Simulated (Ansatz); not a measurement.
# Cl2H4O2Si2: a ladder of functionals and wavefunction methods

How much do the methods differ for Cl2H4O2Si2? The plan is to run it at one geometry with functionals of several rungs and with coupled cluster, and see how far each lands from CCSD(T) at the basis-set limit for the atomisation energy.

Program: Ansatz 0.2.0, Gaussian basis. Level of theory: functionals in def2-TZVPP, the program's frozen cores in correlated methods. These are calculated values, not measurements.

Levels to be run: PBE-D4, r2SCAN-D4, PBE0-D4, B3LYP-D4, ωB97X-V, ωB97M-V, B2PLYP; CCSD(T)/def2-TZVPP; MP2/def2-QZVPP; extrapolation to the limit.

## (1) The geometry

All runs share one geometry, relaxed beforehand with PBE0-D4 in a triple-zeta def2 set.

SMILES `O[SiH](Cl)O[SiH2]Cl`, 10 atoms, charge 0, spin multiplicity 1.

Atoms are counted from 1 here; the program's logs count them from 0.

Bond lengths: O1–Si2 1.621 Å, O1–H7 0.960 Å, Si2–Cl3 2.051 Å, Si2–O4 1.630 Å, Si2–H8 1.465 Å, O4–Si5 1.627 Å, Si5–Cl6 2.059 Å, Si5–H9 1.475 Å, Si5–H10 1.476 Å. Angles: Si2–O1–H7 118.9°, O1–Si2–Cl3 110.6°, O1–Si2–O4 112.3°, O1–Si2–H8 107.7°, Cl3–Si2–O4 107.1°, Cl3–Si2–H8 109.9°, O4–Si2–H8 109.3°, Si2–O4–Si5 140.8°, O4–Si5–Cl6 109.1°, O4–Si5–H9 108.7°, O4–Si5–H10 110.9°, Cl6–Si5–H9 108.0°, Cl6–Si5–H10 107.3°, H9–Si5–H10 112.8°.

## (2) PBE-D4 (GGA)

in.yaml

```yaml
crystal:
  periodic: [false, false, false]
  atoms:
    - {symbol: O, position_ang: [-1.819430, -0.269590, 1.211195]}
    - {symbol: Si, position_ang: [-0.243830, -0.649263, 1.242329]}
    - {symbol: Cl, position_ang: [0.818060, 0.767089, 2.278731]}
    - {symbol: O, position_ang: [0.401395, -0.735221, -0.251871]}
    - {symbol: Si, position_ang: [0.809684, 0.219087, -1.504787]}
    - {symbol: Cl, position_ang: [-0.570463, 1.737420, -1.673056]}
    - {symbol: H, position_ang: [-2.087119, 0.566465, 0.823349]}
    - {symbol: H, position_ang: [-0.113562, -1.951839, 1.900920]}
    - {symbol: H, position_ang: [0.760791, -0.580942, -2.742919]}
    - {symbol: H, position_ang: [2.127573, 0.845493, -1.280989]}
basis:
  gaussian: {orbitals: def2-TZVPP}
hamiltonian: {xc: pbe, dispersion: d4}
output: {forces: true, orbitals: {seedname: orbitals}}
```

The run is started by

```
$ ansatz run in.yaml --threads 2 --pin off --events-out ev --progress --plain --max-ram 22528MiB --backend cuda --devices 0, --max-vram 18GiB
```

Further steps of the session: r2SCAN-D4 (meta-GGA); PBE0-D4 (hybrid); B3LYP-D4 (hybrid); ωB97X-V (range-separated); ωB97M-V (range-separated); B2PLYP (double hybrid); CCSD(T) in def2-TZVPP; MP2 in def2-QZVPP.

Q: Predict the results of all the runs planned. Wanted: atomisation energy, CCSD(T)/CBS; farthest; mean size of error, hybrid; mean size of error, range-separated; gap, smallest and largest; T1 diagnostic; triples share of the correlation energy.

**Answer**, as computed:

| quantity | value |
| --- | --- |
| atomisation energy, CCSD(T)/CBS | 3707.8 kJ/mol |
| functionals within 18.5 kJ/mol (0.5 %) | r2SCAN-D4, ωB97X-V, ωB97M-V |
| farthest | B2PLYP (-83.4 kJ/mol) |
| mean size of error, hybrid | 66.1 kJ/mol |
| mean size of error, range-separated | 4.0 kJ/mol |
| gap, smallest and largest | 6.92 eV (PBE-D4), 13.74 eV (ωB97X-V) |
| T1 diagnostic | 0.0105 |
| triples share of the correlation energy | 3.7 % |

What this shows: PBE-D4 misses by -19.3 kJ/mol. Double hybrids carry the basis error of their MP2 part in triple zeta, and no dispersion term here, so their miss is partly the set-up's. The reference freezes the cores and leaves out relativity and excitations past (T), so misses under about 18.5 kJ/mol can't be ranked. Hartree-Fock recovers 73 % of the binding; the rest is correlation. Orbital gaps span 6.9 to 13.7 eV; exact exchange widens them.
